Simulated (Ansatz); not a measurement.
# CH3BrClNOSi: the cost of one run

All numbers below are computed with Ansatz 0.2.0 (RKS PBE/def2-SVP).

## Step 1: The starting structure

Bond lengths: O1–C2 1.197 Å, C2–N3 1.340 Å, N3–Si4 1.767 Å, Si4–Cl5 1.974 Å, Si4–Br6 2.249 Å, C2–H7 1.100 Å, N3–H8 1.052 Å, Si4–H9 1.442 Å. Angles: O1–C2–N3 126.5°, O1–C2–H7 122.7°, N3–C2–H7 110.7°, C2–N3–Si4 124.6°, C2–N3–H8 124.3°, Si4–N3–H8 111.0°, N3–Si4–Cl5 110.7°, N3–Si4–Br6 105.5°, N3–Si4–H9 109.5°, Cl5–Si4–Br6 109.8°, Cl5–Si4–H9 110.1°, Br6–Si4–H9 111.1°.

Coordinates:

```xyz
9

O    -1.5954   -1.4091   -0.3652
C    -1.0115   -1.0506    0.6159
N     0.0117   -0.1863    0.6626
Si    0.6975    0.6324   -0.7453
Cl    2.5870    1.1061   -0.4265
Br   -0.5249    2.5025   -1.0073
H    -1.2220   -1.4591    1.6154
H     0.5558    0.0422    1.5339
H     0.5902   -0.2244   -1.9008
```

## Step 2: Relaxing end A

Input file input.yaml:

```yaml
crystal:
  periodic: [false, false, false]
  atoms:
    - { symbol: O, position_ang: [-1.5954, -1.4091, -0.3652] }
    - { symbol: C, position_ang: [-1.0115, -1.0506, 0.6159] }
    - { symbol: "N", position_ang: [0.0117, -0.1863, 0.6626] }
    - { symbol: Si, position_ang: [0.6975, 0.6324, -0.7453] }
    - { symbol: Cl, position_ang: [2.587, 1.1061, -0.4265] }
    - { symbol: Br, position_ang: [-0.5249, 2.5025, -1.0073] }
    - { symbol: H, position_ang: [-1.222, -1.4591, 1.6154] }
    - { symbol: H, position_ang: [0.5558, 0.0422, 1.5339] }
    - { symbol: H, position_ang: [0.5902, -0.2244, -1.9008] }
basis:
  gaussian: { orbitals: def2-SVP }
hamiltonian:
  xc: pbe
relax:
  f_tol: 0.015
  max_steps: 40
```

Launch:

```sh
ansatz run input.yaml --threads 2 --pin off --max-ram 3072MiB --backend cpu --events-out ev --progress --plain --runs-dir out
```

Q: Estimate wall time and peak memory on 2 threads of Intel Xeon Platinum 8559C (Emerald Rapids), shared host.

About 33 s, with a peak of 0.24 GiB.
